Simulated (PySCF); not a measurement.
# C5H3ClO2: the cost of one run

The runs use PySCF 2.14.0, with density-fitted response routines of our own; the level of theory stands in each step. All values are computed, except where a source is named. Atoms count from 0, in the outputs and in this text.

### Step 1. The molecule as given

11 atoms, charge 0, multiplicity 1; geometry from: GFN2-xTB. The atoms were then displaced at random by about 0.01 Å, so the start is not that level's minimum.

Bonds of the start (Å): O0–C1 1.21, C1–Cl2 1.77, C1–C3 1.40, C3–C4 1.40, C4–C5 1.40, C5–C6 1.37, C6–O7 1.34, O7–C3 1.36, C4–H8 1.10, C5–H9 1.08, C6–H10 1.08.

### Step 2. Geometry optimisation at PBE0-D3(BJ)/def2-SVP

Job settings and geometry (Å):

```
{"job": {"xc": "PBE0", "basis": "def2-SVP", "d3": "d3bj", "grid": 1, "shake": 0.01, "kind": "geom"}, "charge": 0, "multiplicity": 1}
O      2.744120     0.226040     0.927720
C      1.984550     0.362510    -0.010690
Cl     2.584080     0.899940    -1.588120
C      0.603740     0.116340    -0.040720
C     -0.253790    -0.319960     0.978370
C     -1.544620    -0.397880     0.438970
C     -1.405270    -0.027750    -0.869020
O     -0.141550     0.289550    -1.167070
H      0.055630    -0.520810     2.010650
H     -2.440580    -0.705470     0.951870
H     -2.148200     0.051670    -1.647620
```

The run is started by

```
OMP_NUM_THREADS=1 python probes_run.py task.json out
```

This one command runs all jobs of the session in turn.

Q: Estimate the wall time and peak memory of this first job on 1 thread of Arm Neoverse V1, shared host.

About 77 s, with a peak of 0.51 GiB.
